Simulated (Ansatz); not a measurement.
Task: a single point of CdH2O2, space group P-3m1, with the Python package of Ansatz (0.2.0). Give the script and its output. Level of theory: r2SCAN, PAW, the default cutoff (500 eV here), 5×5×4 k-points, fixed occupations.

```yaml
crystal:
  lattice:
    - [3.51553, 0.00000, 0.00000]
    - [-1.75776, 3.04453, 0.00000]
    - [0.00000, 0.00000, 4.64298]
  atoms:
    - { symbol: Cd, position: [0.00000, 0.00000, 0.00000] }
    - { symbol: H, position: [0.66667, 0.33333, 0.55096] }
    - { symbol: H, position: [0.33333, 0.66667, 0.44904] }
    - { symbol: O, position: [0.66667, 0.33333, 0.75937] }
    - { symbol: O, position: [0.33333, 0.66667, 0.24063] }
```

`run_scf.py`:
```python
import warnings

import ansatz as az
import numpy as np


def main() -> None:
    warnings.simplefilter('ignore', az.DeckWarning)

    system = (
        az.Lattice.of((3.515526, 0.0, 0.0), (-1.757763, 3.044535, 0.0), (0.0, 0.0, 4.642979))
        .atom('Cd', (0.0, 0.0, 0.0))
        .atom('H', (2 / 3, 1 / 3, 0.550961))
        .atom('H', (1 / 3, 2 / 3, 0.449039))
        .atom('O', (2 / 3, 1 / 3, 0.759372))
        .atom('O', (1 / 3, 2 / 3, 0.240628))
    )

    model = (
        system.calculation()
        .functional('r2scan')
        .kpoints(spacing=0.44)
        .occupations('fixed')
        .compute(band_table=True, forces=True, density_of_states={'energy_step': 0.1, 'nscf_kmesh_spacing': 0.16})
    )
    session = model.session()
    planned = session.plan(threads=1)
    outcome = planned.execute()
    rep = outcome.report

    energy = rep['free_energy_ev']
    print('CdH2O2: {:.6f} eV = {:.6f} Ry = {:.6f} Ha'.format(energy, energy / 13.605693, energy / 27.211386))
    print('Fermi level {:.4f} eV, {} k-points, {} symmetry operations'.format(rep['fermi_energy_ev'], rep['n_kpoints'], rep['n_symmetry_ops']))

    gap = None if 'band_edges_ev' not in rep else rep['band_edges_ev'][1] - rep['band_edges_ev'][0]
    print('gap on the k mesh:', 'withheld (metal, or smearing too wide to tell)' if gap is None else f'{gap:.3f} eV')
    print('lowest empty less highest filled band, by band count:', round(rep['gap_by_band_count_ev'], 3), 'eV')

    print('forces (eV/A)')
    for site, force in zip(outcome.lattice.sites, rep['forces_ev_ang']):
        print(f'  {site.symbol:2s} {force[0]:9.4f} {force[1]:9.4f} {force[2]:9.4f}')

    dos = outcome.density_of_states()
    energy = np.asarray(dos.energies_ev) - dos.fermi_ev
    top = min(levels[-1] for levels in rep['eigenvalues_ev']) - dos.fermi_ev  # the computed bands end here
    total = np.asarray(dos.spin_summed_g_bin_mean_per_ev)
    print('E - E_F (eV)   states/eV')
    for e in np.arange(-10, min(4, top), 0.5):
        print(f'{e:8.1f} {np.interp(e, energy, total):12.3f}')

    problems = list(rep['published_state_doubts'])
    if not rep['converged'] or rep.get('closed_by') != 'deck_thresholds':
        problems.append('loop closed by ' + str(rep.get('closed_by')))
    print('accepted' if not problems else f'check before use: {problems}')


if __name__ == '__main__':
    main()
```

```console
$ python run_scf.py
CdH2O2: -9437.812577 eV = -693.666436 Ry = -346.833218 Ha
Fermi level 5.6651 eV, 17 k-points, 12 symmetry operations
gap on the k mesh: 2.308 eV
lowest empty less highest filled band, by band count: 2.308 eV
forces (eV/A)
  Cd    0.0000    0.0000    0.0000
  H    -0.0000   -0.0000    0.1672
  H     0.0000    0.0000   -0.1672
  O     0.0000    0.0000   -0.0470
  O     0.0000   -0.0000    0.0470
E - E_F (eV)   states/eV
   -10.0        0.000
    -9.5        0.000
    -9.0        0.000
    -8.5        0.000
    -8.0        0.000
    -7.5        0.426
    -7.0        4.534
    -6.5        5.395
    -6.0        8.869
    -5.5        1.210
    -5.0        1.057
    -4.5        0.798
    -4.0        2.415
    -3.5        0.470
    -3.0        1.621
    -2.5        1.146
    -2.0        3.416
    -1.5        2.985
    -1.0        1.722
    -0.5        3.590
     0.0        0.180
     0.5        0.000
     1.0        0.000
     1.5        0.000
     2.0        0.000
     2.5        0.023
     3.0        0.076
     3.5        0.124
accepted
```

Caveats:
- Absolute energies stand on the zero of these potentials, so only differences at equal settings mean something. A total without «per atom» is that of the cell as typed.
- Along an axis with an odd division the mesh misses the point at one half; a gap read on a finite mesh is an upper bound on this functional's gap.
- Semilocal gaps usually lie well under measured ones.
- With fixed filling the reported Fermi level is the top filled level among the k-points of the SCF.
- Only differences from the Fermi energy are physical; the zero of the scale is a convention.
- The crystal has a gap of about 2.31 eV on the mesh; bins of finite width blur the band edges.
- This cell is a computed structure, which may not be the phase found in nature.
- Levels are Kohn-Sham eigenvalues on this mesh, without spin-orbit coupling.
- The density of states is complete only as far up as bands were computed.
- Wall time of the script: 9.7 s on 1 thread of Arm Neoverse V1, on a shared host, peak memory 0.49 GiB.

(Lines on the test bed's own set-up are left out of the output.)
